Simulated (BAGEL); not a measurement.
# GeSiNH6 (SMILES [SiH3][N][GeH3]): UHF/3-21G (density fitting with qzvpp-jkfit)

What is the vertical doublet–quartet gap of GeSiNH6 at UHF/3-21G (density fitting with qzvpp-jkfit)? 

Program for the calculation: BAGEL 1.2.2.

3 further runs of the same task are left out: 1 that didn't finish, 2 set aside as unsound or not needed.

## Step 1: The molecule

GeSiNH6 has 9 atoms, charge 0, and is taken as a doublet. SMILES: `[SiH3][N][GeH3]`. Geometry: relaxed at PBE0-D4/def2-TZVP.

Bond lengths: Si1–N2 1.731 Å, N2–Ge3 1.846 Å, Si1–H4 1.492 Å, Si1–H5 1.486 Å, Si1–H6 1.491 Å, Ge3–H7 1.538 Å, Ge3–H8 1.543 Å, Ge3–H9 1.535 Å. Some angles: Si1–N2–Ge3 127.0°, N2–Si1–H4 115.3°, N2–Si1–H5 109.2°, N2–Si1–H6 105.4°, N2–Ge3–H7 105.4°, N2–Ge3–H8 113.4°, N2–Ge3–H9 107.0°, H4–Si1–H5 108.9°, H4–Si1–H6 108.5°, H5–Si1–H6 109.5°.

## Step 2: A single-point energy at UHF/3-21G (density fitting with qzvpp-jkfit)

Input file job.json:

```json
{ "bagel" : [

{
  "title" : "molecule",
  "basis" : "3-21g",
  "df_basis" : "qzvpp-jkfit",
  "angstrom" : "true",
  "geometry" : [
    { "atom" : "Si", "xyz" : [   -0.680200,    1.066900,   -0.955300 ] },
    { "atom" : "N", "xyz" : [    0.530300,    0.621500,    0.199500 ] },
    { "atom" : "Ge", "xyz" : [    0.768300,   -1.036400,    0.976200 ] },
    { "atom" : "H", "xyz" : [   -1.318300,   -0.070400,   -1.681000 ] },
    { "atom" : "H", "xyz" : [   -0.086900,    1.998400,   -1.949400 ] },
    { "atom" : "H", "xyz" : [   -1.731200,    1.778800,   -0.172400 ] },
    { "atom" : "H", "xyz" : [    2.099800,   -1.563400,    0.416100 ] },
    { "atom" : "H", "xyz" : [   -0.368300,   -2.029700,    0.657900 ] },
    { "atom" : "H", "xyz" : [    0.875000,   -0.811900,    2.491400 ] }
  ]
},
{ "title" : "uhf", "nopen" : 1 },
{ "title" : "print", "file" : "orbitals.molden", "orbitals" : "true" }

]}
```

Started as:

```bash
BAGEL_NUM_THREADS=1 BAGEL job.json > job.out
```

The log of the run:

```text
* using 1 threads per process

  ===============================================================
  ===============================================================

  *** Geometry ***

  { "atom" : "Si", "xyz" : [     -1.285392,      2.016149,     -1.805255 ] },
  { "atom" : "N", "xyz" : [      1.002122,      1.174465,      0.377000 ] },
  { "atom" : "Ge", "xyz" : [      1.451877,     -1.958512,      1.844751 ] },
  { "atom" : "H", "xyz" : [     -2.491226,     -0.133037,     -3.176630 ] },
  { "atom" : "H", "xyz" : [     -0.164217,      3.776429,     -3.683832 ] },
  { "atom" : "H", "xyz" : [     -3.271494,      3.361445,     -0.325789 ] },
  { "atom" : "H", "xyz" : [      3.968047,     -2.954398,      0.786315 ] },
  { "atom" : "H", "xyz" : [     -0.695986,     -3.835577,      1.243251 ] },
  { "atom" : "H", "xyz" : [      1.653510,     -1.534269,      4.708064 ] },

  Number of auxiliary basis functions:      579

  Since a DF basis is specified, we compute 2- and 3-index integrals:
    o Being stored without compression. Storage requirement is 0.015 GB

  Number of basis functions:       56
  Number of electrons      :       59

    * METHOD: MOLECULE                             0.29

  *** Open-shell HF ***

  === Nuclear Repulsion ===
   245.4827599771

      * DIIS with orbital gradients will be used.

  === UHF iteration (3-21g) ===
      0      -2410.13412246          0.04202517           0.13
      1      -2410.24190378          0.02853125           0.13
      2      -2410.29017962          0.01826372           0.13
      3      -2410.31324214          0.00195465           0.13
      4      -2410.31468456          0.00027964           0.13
      5      -2410.31478635          0.00009728           0.13
      6      -2410.31482339          0.00003776           0.14
      7      -2410.31483484          0.00001713           0.13
      8      -2410.31483622          0.00000672           0.13
      9      -2410.31483623          0.00000211           0.13
     10      -2410.31483625          0.00000135           0.13
     11      -2410.31483627          0.00000065           0.14
     12      -2410.31483627          0.00000032           0.13
     13      -2410.31483627          0.00000023           0.13
     14      -2410.31483627          0.00000021           0.13
     15      -2410.31483627          0.00000017           0.14
     16      -2410.31483627          0.00000007           0.13
     17      -2410.31483627          0.00000003           0.13
     18      -2410.31483627          0.00000002           0.13
     19      -2410.31483627          0.00000001           0.13
     20      -2410.31483627          0.00000000           0.13
    * SCF iteration converged.

    * S^2 (UHF) is 0.7609

    * Permanent dipole moment:
           (    0.263511,     0.533214,     0.061751) a.u.

    * METHOD: UHF                                  2.96

    * METHOD: PRINT                                0.01

  ===============================================================
```

Run time: 3.6 s. Hardware: 1 thread of Arm Neoverse V1, shared host; peak memory 0.11 GiB.

## Step 3: The quartet

Input file input.json:

```json
{ "bagel" : [

{
  "title" : "molecule",
  "basis" : "3-21g",
  "df_basis" : "qzvpp-jkfit",
  "angstrom" : true,
  "geometry" : [
    { "atom" : "Si", "xyz" : [      -0.680200,       1.066900,      -0.955300 ] },
    { "atom" : "N", "xyz" : [       0.530300,       0.621500,       0.199500 ] },
    { "atom" : "Ge", "xyz" : [       0.768300,      -1.036400,       0.976200 ] },
    { "atom" : "H", "xyz" : [      -1.318300,      -0.070400,      -1.681000 ] },
    { "atom" : "H", "xyz" : [      -0.086900,       1.998400,      -1.949400 ] },
    { "atom" : "H", "xyz" : [      -1.731200,       1.778800,      -0.172400 ] },
    { "atom" : "H", "xyz" : [       2.099800,      -1.563400,       0.416100 ] },
    { "atom" : "H", "xyz" : [      -0.368300,      -2.029700,       0.657900 ] },
    { "atom" : "H", "xyz" : [       0.875000,      -0.811900,       2.491400 ] }
  ]
},

{
  "title" : "uhf",
  "nopen" : 3
},

{
  "title" : "print",
  "file" : "orbitals.molden",
  "orbitals" : true
}

]}
```

Started as:

```bash
BAGEL_NUM_THREADS=1 BAGEL input.json > input.out
```

The log of the run:

```text
* using 1 threads per process

  ===============================================================
  ===============================================================

  *** Geometry ***

  { "atom" : "Si", "xyz" : [     -1.285392,      2.016149,     -1.805255 ] },
  { "atom" : "N", "xyz" : [      1.002122,      1.174465,      0.377000 ] },
  { "atom" : "Ge", "xyz" : [      1.451877,     -1.958512,      1.844751 ] },
  { "atom" : "H", "xyz" : [     -2.491226,     -0.133037,     -3.176630 ] },
  { "atom" : "H", "xyz" : [     -0.164217,      3.776429,     -3.683832 ] },
  { "atom" : "H", "xyz" : [     -3.271494,      3.361445,     -0.325789 ] },
  { "atom" : "H", "xyz" : [      3.968047,     -2.954398,      0.786315 ] },
  { "atom" : "H", "xyz" : [     -0.695986,     -3.835577,      1.243251 ] },
  { "atom" : "H", "xyz" : [      1.653510,     -1.534269,      4.708064 ] },

  Number of auxiliary basis functions:      579

  Since a DF basis is specified, we compute 2- and 3-index integrals:
    o Being stored without compression. Storage requirement is 0.015 GB

  Number of basis functions:       56
  Number of electrons      :       59

    * METHOD: MOLECULE                             0.28

  *** Open-shell HF ***

  === Nuclear Repulsion ===
   245.4827599771

      * DIIS with orbital gradients will be used.

  === UHF iteration (3-21g) ===
      0      -2409.92449108          0.03328641           0.13
      1      -2410.04240775          0.02081907           0.13
      2      -2410.09400813          0.01267145           0.13
      3      -2410.11088465          0.00305326           0.13
      4      -2410.11555977          0.00057682           0.13
      5      -2410.11586603          0.00022448           0.13
      6      -2410.11601376          0.00008287           0.13
      7      -2410.11604829          0.00004232           0.13
      8      -2410.11605432          0.00002209           0.13
      9      -2410.11605558          0.00000897           0.13
     10      -2410.11605583          0.00000503           0.13
     11      -2410.11605594          0.00000271           0.12
     12      -2410.11605597          0.00000152           0.13
     13      -2410.11605598          0.00000099           0.13
     14      -2410.11605598          0.00000055           0.13
     15      -2410.11605598          0.00000031           0.13
     16      -2410.11605598          0.00000019           0.13
     17      -2410.11605598          0.00000012           0.13
     18      -2410.11605598          0.00000007           0.13
     19      -2410.11605598          0.00000003           0.13
     20      -2410.11605598          0.00000002           0.13
     21      -2410.11605598          0.00000001           0.13
    * SCF iteration converged.

    * S^2 (UHF) is 3.7616

    * Permanent dipole moment:
           (    0.021865,    -0.531935,     0.229820) a.u.

    * METHOD: UHF                                  3.05

    * METHOD: PRINT                                0.01

  ===============================================================
```

Wall time 3.6 s (1 thread of Arm Neoverse V1, shared host); peak memory 0.11 GiB.

## Step 4: What came out

At UHF/3-21G (density fitting with qzvpp-jkfit):

| quantity | value |
| --- | --- |
| doublet: total energy | -2410.31484 Eh |
| doublet: dipole moment | 1.52 D |
| doublet: ⟨S²⟩ | 0.761 |
| quartet: total energy | -2410.11606 Eh |
| quartet: dipole moment | 1.47 D |
| quartet: ⟨S²⟩ | 3.762 |
| vertical energy of the quartet above the doublet | 5.409 eV |

In words: At this shape the quartet lies 5.41 eV (125 kcal/mol) above the doublet.
